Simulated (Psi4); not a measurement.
# r2SCAN/def2-SVP (core potential) run of CdH2SO (SMILES [OH][Cd][SH]), part 1 of 2

Aim: the vertical singlet–triplet gap of CdH2SO at r2SCAN/def2-SVP (core potential), from 2 runs. 

Program for the calculation: Psi4 1.11.

## 1. Starting point

The species is CdH2SO (5 atoms), meant as a singlet with charge 0. As SMILES, `[OH][Cd][SH]`. The shape comes from GFN2-xTB, which is rough for such elements, and wasn't checked as a minimum.

Bond lengths: O1–Cd2 1.951 Å, Cd2–S3 2.357 Å, O1–H4 0.961 Å, S3–H5 1.332 Å. Angles: O1–Cd2–S3 112.3°, Cd2–O1–H4 118.5°, Cd2–S3–H5 85.8°.

## 2. Energy and gradient at r2SCAN/def2-SVP (core potential)

Contents of input.in:

```
memory 1600 mb

molecule molecule1 {
  0 1
  O
  Cd 1 r2
  S 2 r3 1 a3
  H 1 r4 2 a4 3 d4
  H 3 r5 2 a5 1 d5

  r2 = 1.950952
  r3 = 2.357486
  a3 = 112.30282
  r4 = 0.960504
  a4 = 118.51243
  d4 = -178.11601
  r5 = 1.331543
  a5 = 85.81078
  d5 = -0.02399
  symmetry c1
}

set basis def2-SVP
set puream true
set e_convergence 1e-09
set d_convergence 1e-08
set scf_type pk
set dft_radial_points 99
set dft_spherical_points 590

E, wfn = gradient('r2scan', return_wfn=True)
oeprop(wfn, 'MULLIKEN_CHARGES', 'WIBERG_LOWDIN_INDICES', 'LOWDIN_CHARGES', title='R2SCAN')
```

The run is started by

```console
$ psi4 input.in input.out -n 1
```

input.out:

```text
Psi4 1.11 release

gradient() will perform analytic gradient computation.

   => Loading Basis Set <=

    Name: DEF2-SVP
    Role: ORBITAL
    Keyword: BASIS

    !!!  WARNING: ECP capability is in beta. Please check occupations closely.  !!!

         ---------------------------------------------------------
                                   SCF
                              RKS Reference
                        1 Threads,   1525 MiB Core
         ---------------------------------------------------------

  ==> Geometry <==

    Molecular point group: c1
    Full point group: C1

    Geometry (in Angstrom), charge = 0, multiplicity = 1:

       Center              X                  Y                   Z               Mass
    ------------   -----------------  -----------------  -----------------  -----------------
         O           -0.000167215400     0.436280948877    -1.917984276938    15.994914619570
         CD          -0.000167215400     0.436280948877     0.032967723062   113.903365090000
         S           -0.000167215400    -1.744843977804     0.927637659077    31.972071174400
         H            0.027580307002     1.279832616820    -2.376480288401     1.007825032230
         H           -0.000723248845    -2.158823368452    -0.337916573579     1.007825032230

  Running in c1 symmetry.

  Rotational constants: A =      0.40053  B =      0.09438  C =      0.07638 [cm^-1]
  Rotational constants: A =  12007.47420  B =   2829.56080  C =   2289.95219 [MHz]
  Nuclear repulsion =  156.484586862443251

  Charge       = 0
  Multiplicity = 1
  Electrons    = 46
  Nalpha       = 23
  Nbeta        = 23

  ==> Algorithm <==

  SCF Algorithm Type is PK.
  DIIS enabled.
  MOM disabled.
  Fractional occupation disabled.
  Guess Type is SAD.
  Energy threshold   = 1.00e-09
  Density threshold  = 1.00e-08
  Integral threshold = 1.00e-12

  ==> Primary Basis <==

  Basis Set: DEF2-SVP
    Blend: DEF2-SVP
    Number of shells: 31
    Number of basis functions: 73
    Number of Cartesian functions: 80
    Spherical Harmonics?: true
    Max angular momentum: 3

  Core potential: DEF2-SVP
    Number of shells: 4
    Number of ECP primitives: 14
    Number of ECP core electrons: 28
    Max angular momentum: 3

  ==> DFT Potential <==

   => LibXC <=

    Version 7.1.2

   => Composite Functional: R2SCAN <=

    r2SCAN Meta-GGA XC Functional  (0.1021/acs.jpclett.0c02405)

    Deriv               =              1
    GGA                 =           TRUE
    Meta                =           TRUE

    Exchange Hybrid     =          FALSE
    MP2 Hybrid          =          FALSE

   => Exchange Functionals <=

    1.0000   XC_MGGA_X_R2SCAN

   => Correlation Functionals <=

    1.0000   XC_MGGA_C_R2SCAN

   => LibXC Density Thresholds  <==

    XC_MGGA_C_R2SCAN:  1.00E-15
    XC_MGGA_X_R2SCAN:  1.00E-11

   => Molecular Quadrature <=

    Radial Scheme          =       TREUTLER
    Pruning Scheme         =           NONE
    Nuclear Scheme         =       TREUTLER

    Blocking Scheme        =         OCTREE
    BS radius alpha        =              1
    Pruning alpha          =              1
    Radial Points          =             99
    Spherical Points       =            590
    Total Points           =         278257
    Total Blocks           =           2089
    Max Points             =            256
    Max Functions          =             72
    Weights Tolerance      =       1.00E-15

  ==> Integral Setup <==

  Using in-core PK algorithm.
   Calculation information:
      Number of atoms:                   5
      Number of AO shells:              31
      Number of primitives:             59
      Number of atomic orbitals:        80
      Number of basis functions:        73

      Integral cutoff                 1.00e-12
      Number of threads:                 1

  Performing in-core PK
  Using 7298102 doubles for integral storage.
  We computed 110263 shell quartets total.
  Whereas there are 123256 unique shell quartets.

  ==> DiskJK: Disk-Based J/K Matrices <==

    J tasked:                  Yes
    K tasked:                   No
    wK tasked:                  No
    Memory [MiB]:              216
    Schwarz Cutoff:          1E-12

  Cached 50.0% of DFT collocation blocks in 0.550 [GiB].

  Minimum eigenvalue in the overlap matrix is 2.0437115972E-02.
  Reciprocal condition number of the overlap matrix is 5.0967062604E-03.
    Using symmetric orthogonalization.

  ==> Pre-Iterations <==

  SCF Guess: Superposition of Atomic Densities via on-the-fly atomic UHF (no occupation information).

   -------------------------
    Irrep   Nso     Nmo
   -------------------------
     A         73      73
   -------------------------
    Total      73      73
   -------------------------

  ==> Iterations <==

                        Total Energy        Delta E     RMS |[F,P]|

   @RKS iter SAD:  -641.20872951281171   -6.41209e+02   0.00000e+00
   @RKS iter   1:  -641.80621309165667   -5.97484e-01   1.17813e-02 DIIS/ADIIS
   @RKS iter   2:  -637.43700548222068    4.36921e+00   3.31317e-02 DIIS/ADIIS
   @RKS iter   3:  -641.93132229160119   -4.49432e+00   7.02283e-03 DIIS/ADIIS
   @RKS iter   4:  -642.08240688187618   -1.51085e-01   4.26946e-03 DIIS/ADIIS
   @RKS iter   5:  -642.14704622003148   -6.46393e-02   8.02927e-04 DIIS/ADIIS
   @RKS iter   6:  -642.14813965008716   -1.09343e-03   3.66144e-04 DIIS/ADIIS
   @RKS iter   7:  -642.14846590160801   -3.26252e-04   6.72883e-05 DIIS
   @RKS iter   8:  -642.14847495523202   -9.05362e-06   1.53543e-05 DIIS
   @RKS iter   9:  -642.14847577608327   -8.20851e-07   2.94311e-06 DIIS
   @RKS iter  10:  -642.14847579369018   -1.76069e-08   6.43448e-07 DIIS
   @RKS iter  11:  -642.14847579467983   -9.89644e-10   2.37529e-07 DIIS
   @RKS iter  12:  -642.14847579488503   -2.05205e-10   6.91151e-08 DIIS
   @RKS iter  13:  -642.14847579490265   -1.76215e-11   1.31579e-08 DIIS
   @RKS iter  14:  -642.14847579490277   -1.13687e-13   1.51143e-09 DIIS
  Energy and wave function converged.

  ==> Post-Iterations <==

   Electrons on quadrature grid:
      Ntotal   =   45.9999999822 ; deviation = -1.778e-08

    Orbital Energies [Eh]
    ---------------------

    Doubly Occupied:

       1A    -88.499565     2A    -18.933557     3A     -7.832472
       4A     -5.782660     5A     -5.780100     6A     -5.773972
       7A     -4.134549     8A     -2.643368     9A     -2.641733
      10A     -2.637936    11A     -0.889610    12A     -0.664734
      13A     -0.517198    14A     -0.502460    15A     -0.498683
      16A     -0.497419    17A     -0.495845    18A     -0.386192
      19A     -0.351488    20A     -0.286850    21A     -0.247355
      22A     -0.243540    23A     -0.212520

    Virtual:

      24A     -0.127751    25A     -0.010005    26A      0.034127
      27A      0.044885    28A      0.061066    29A      0.129678
      30A      0.152502    31A      0.284907    32A      0.285067
      33A      0.343392    34A      0.413116    35A      0.450670
      36A      0.453502    37A      0.510211    38A      0.510627
      39A      0.548802    40A      0.636579    41A      0.652575
      42A      0.678826    43A      0.718655    44A      0.790622
      45A      0.816814    46A      0.849541    47A      0.858178
      48A      1.011817    49A      1.028050    50A      1.077269
      51A      1.108912    52A      1.237593    53A      1.254702
      54A      1.496756    55A      1.599271    56A      1.622374
      57A      1.717830    58A      2.102789    59A      2.288051
      60A      2.295638    61A      2.601771    62A      2.639483
      63A      2.658137    64A      2.658868    65A      2.662169
      66A      2.668170    67A      2.678431    68A      2.719798
      69A      2.909598    70A      3.014123    71A      3.081824
      72A      3.803136    73A     56.686277

    Final Occupation by Irrep:
              A
    DOCC [    23 ]
    NA   [    23 ]
    NB   [    23 ]

  @RKS Final Energy:  -642.14847579490277

   => Energetics <=

    Nuclear Repulsion Energy =            156.4845868624432512
    One-Electron Energy =               -1264.2966445956169537
    Two-Electron Energy =                 516.1644145453736883
    DFT Exchange-Correlation Energy =     -50.5008326071027014
    Empirical Dispersion Energy =           0.0000000000000000
    VV10 Nonlocal Energy =                  0.0000000000000000
    Total Energy =                       -642.1484757949027653

Computation Completed

Properties will be evaluated at   0.000000,   0.000000,   0.000000 [a0]

Properties computed using the SCF density matrix

 Multipole Moments:

 ------------------------------------------------------------------------------------
     Multipole            Electronic (a.u.)      Nuclear  (a.u.)        Total (a.u.)
 ------------------------------------------------------------------------------------

 L = 1.  Multiply by 2.5417464519 to convert [e a0] to [Debye]
 Dipole X            :         -0.0200553            0.0368489            0.0167936
 Dipole Y            :         32.9286029          -31.3328456            1.5957573
 Dipole Z            :          4.9250885           -4.8314894            0.0935991
 Magnitude           :                                                    1.5985882

 ------------------------------------------------------------------------------------

	total time  =         18 seconds =       0.30 minutes

         ------------------------------------------------------------
                                   SCF GRAD
         ------------------------------------------------------------

  ==> Geometry <==

    Molecular point group: c1
    Full point group: C1

    Geometry (in Angstrom), charge = 0, multiplicity = 1:

       Center              X                  Y                   Z               Mass
    ------------   -----------------  -----------------  -----------------  -----------------
         O           -0.000167215400     0.436280948877    -1.917984276938    15.994914619570
         CD          -0.000167215400     0.436280948877     0.032967723062   113.903365090000
         S           -0.000167215400    -1.744843977804     0.927637659077    31.972071174400
         H            0.027580307002     1.279832616820    -2.376480288401     1.007825032230
         H           -0.000723248845    -2.158823368452    -0.337916573579     1.007825032230

  Nuclear repulsion =  156.484586862443251

  ==> Basis Set <==

  Basis Set: DEF2-SVP
    Blend: DEF2-SVP
    Number of shells: 31
    Number of basis functions: 73
    Number of Cartesian functions: 80
    Spherical Harmonics?: true
    Max angular momentum: 3

  Core potential: DEF2-SVP
    Number of shells: 4
    Number of ECP primitives: 14
    Number of ECP core electrons: 28
    Max angular momentum: 3

  ==> DirectJKGrad: Integral-Direct SCF Gradients <==

    Gradient:                    1
    J tasked:                  Yes
    K tasked:                   No
    wK tasked:                  No
    Integrals threads:           1
    Schwarz Cutoff:          1E-12

  ==> DFT Potential <==

   => LibXC <=

    Version 7.1.2

   => Composite Functional: R2SCAN <=

    r2SCAN Meta-GGA XC Functional  (0.1021/acs.jpclett.0c02405)

    Deriv               =              1
    GGA                 =           TRUE
    Meta                =           TRUE

    Exchange Hybrid     =          FALSE
    MP2 Hybrid          =          FALSE

   => Exchange Functionals <=

    1.0000   XC_MGGA_X_R2SCAN

   => Correlation Functionals <=

    1.0000   XC_MGGA_C_R2SCAN

   => LibXC Density Thresholds  <==

    XC_MGGA_C_R2SCAN:  1.00E-15
    XC_MGGA_X_R2SCAN:  1.00E-11

   => Molecular Quadrature <=

    Radial Scheme          =       TREUTLER
    Pruning Scheme         =           NONE
    Nuclear Scheme         =       TREUTLER

    Blocking Scheme        =         OCTREE
    BS radius alpha        =              1
    Pruning alpha          =              1
    Radial Points          =             99
    Spherical Points       =            590
    Total Points           =         278257
    Total Blocks           =           2089
    Max Points             =            256
    Max Functions          =             72
    Weights Tolerance      =       1.00E-15

  -Total Gradient:
     Atom            X                  Y                   Z
    ------   -----------------  -----------------  -----------------
       1        0.000024139806    -0.011203361485     0.017640004893
       2        0.000032540838     0.011276352101    -0.009759980484
       3        0.000032859466     0.002240117556    -0.027458038714
       4       -0.000083265488    -0.004190787984     0.006745139998
       5       -0.000009833598     0.001853741744     0.012204457122

	total time  =          4 seconds =       0.07 minutes

Properties will be evaluated at   0.000000,   0.000000,   0.000000 [a0]

Properties computed using the R2SCAN density matrix

  Mulliken Charges: (a.u.)
   Center  Symbol    Alpha    Beta     Spin     Total
       1     O     4.25753  4.25753  0.00000 -0.51505
       2    CD     9.71708  9.71708  0.00000  0.56584
       3     S     8.16909  8.16909  0.00000 -0.33817
       4     H     0.41071  0.41071  0.00000  0.17858
       5     H     0.44560  0.44560  0.00000  0.10881

   Total alpha = 23.00000, Total beta = 23.00000, Total charge = -0.00000

  Lowdin Charges: (a.u.)
   Center  Symbol    Alpha    Beta     Spin     Total
       1     O     4.14048  4.14048  0.00000 -0.28096
       2    CD     9.87010  9.87010  0.00000  0.25981
       3     S     8.02284  8.02284  0.00000 -0.04568
       4     H     0.46862  0.46862  0.00000  0.06275
       5     H     0.49796  0.49796  0.00000  0.00408

  Total alpha = 23.00000, Total beta = 23.00000, Total charge = -0.00000

  Wiberg Bond Indices using Orthogonal Lowdin Orbitals:

  Irrep: 1 Size: 5 x 5

                 1                   2                   3                   4                   5

    1     0.00000000000000     1.22531110682816     0.07372436689014     1.16940366731884     0.00347634420966
    2     1.22531110682816     0.00000000000000     1.32964391504395     0.06005517870836     0.07418168618573
    3     0.07372436689014     1.32964391504395     0.00000000000000     0.00761224133131     1.06417957149437
    4     1.16940366731884     0.06005517870836     0.00761224133131     0.00000000000000     0.00034456776408
    5     0.00347634420966     0.07418168618573     1.06417957149437     0.00034456776408     0.00000000000000

  Atomic Valences:

 #  #
 Irrep: 1
      1:    2.471915485246808
      2:    2.689191886766196
      3:    2.475160094759769
      4:    1.237415655122589
      5:    1.142182169653836

    Psi4 run time: 0:00:22.14
```

It took 23 s on 1 thread of Intel Xeon 6975P-C (Granite Rapids), shared host; peak memory 0.84 GiB.

(Continued in part 2 of 2.)
